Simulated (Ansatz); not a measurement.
# MoS2: the cost of one run

Computed with Ansatz 0.2.0 (DFT PBEsol, scalar-relativistic, plane waves, PAW, unless a step's input says otherwise).

4 further runs of the same task are left out: 1 that didn't finish, 3 set aside as unsound or not needed.

**1. Starting point**

It takes space group P6_3/mmc (No. 194, hexagonal). Conventional cell: a = 3.141 Å, b = 3.141 Å, c = 12.579 Å, α = 90.00°, β = 90.00°, γ = 120.00°. Mo (site symmetry -6m2) is surrounded by 6 S at 2.39 Å. S (site symmetry 3m) has 3 Mo at 2.39 Å as nearest neighbours.

Coordinates:

```
Mo S
1.0
     3.14143    0.00000    0.00000
    -1.57072    2.72056    0.00000
     0.00000    0.00000   12.57882
Mo S
2 4
Direct
  0.33333 0.66667 0.25000
  0.66667 0.33333 0.75000
  0.33333 0.66667 0.62605
  0.66667 0.33333 0.12605
  0.33333 0.66667 0.87395
  0.66667 0.33333 0.37395
```

It is the result of an earlier relaxation at this level (volume 17.92 Å³/atom; gap on the mesh: 0.98 eV).

Bulk energy on matching settings, from an earlier run: -2223.3902 eV/atom.

**2. The (001) slab**

Planes are indexed in the bulk's conventional cell (P6_3/mmc (No. 194)), a = 3.141 Å, b = 3.141 Å, c = 12.579 Å, α = 90.00°, β = 90.00°, γ = 120.00°.

The slab is a (001) slab, 15.7 Å thick as cut, with 15 Å of vacuum; its outer planes are S (top) and S (bottom).

The slab as cut. Layers, bottom to top:

```csv
plane,atoms per cell,height over the lowest (Å)
1,S,0.00
2,Mo,1.56
3,S,3.12
4,S,6.29
5,Mo,7.85
6,S,9.41
7,S,12.58
8,Mo,14.14
9,S,15.70
```

**3. The slab as cut, atoms at the bulk's places**

A dipole layer in the vacuum cancels the field that periodic copies would set up if the slab's two faces differ.

Input file input.yaml:

```yaml
crystal:
  lattice:
    - [3.1414322091, 0.0, 0.0]
    - [-1.5707161046, 2.7205600974, 0.0]
    - [0.0, 0.0, 30.6970122376]
  atoms:
    - { symbol: S, position: [0.6666666667, 0.3333333333, 0.2443234521] }
    - { symbol: Mo, position: [0.3333333333, 0.6666666667, 0.2951132924] }
    - { symbol: S, position: [0.6666666667, 0.3333333333, 0.3459031328] }
    - { symbol: S, position: [0.3333333333, 0.6666666667, 0.4492101597] }
    - { symbol: Mo, position: [0.6666666667, 0.3333333333, 0.5] }
    - { symbol: S, position: [0.3333333333, 0.6666666667, 0.5507898403] }
    - { symbol: S, position: [0.6666666667, 0.3333333333, 0.6540968672] }
    - { symbol: Mo, position: [0.3333333333, 0.6666666667, 0.7048867076] }
    - { symbol: S, position: [0.6666666667, 0.3333333333, 0.7556765479] }
basis:
  ecutwfc: 420
kpoints:
  mp_grid: { grid: [9, 9, 1] }
hamiltonian:
  xc: pbesol
scf:
  occupations: { method: gaussian, width: 0.05 }
output:
  forces: true
  stress: true
  eigenvalues: true
  write_density: true
  write_potential: true
  elf: true
  volumetric_format: npy
efield:
  axis: 3
  dipole_correction: true
  ramp_width: 0.04
```

Run with:

```sh
$ ansatz run input.yaml --threads 1 --pin off --max-ram 2560MiB --backend cpu --events-out ev --progress --plain --runs-dir out
```

What time and memory should one allow on 1 thread of Arm Neoverse V1, shared host?

About 30 s, with a peak of 0.46 GiB.
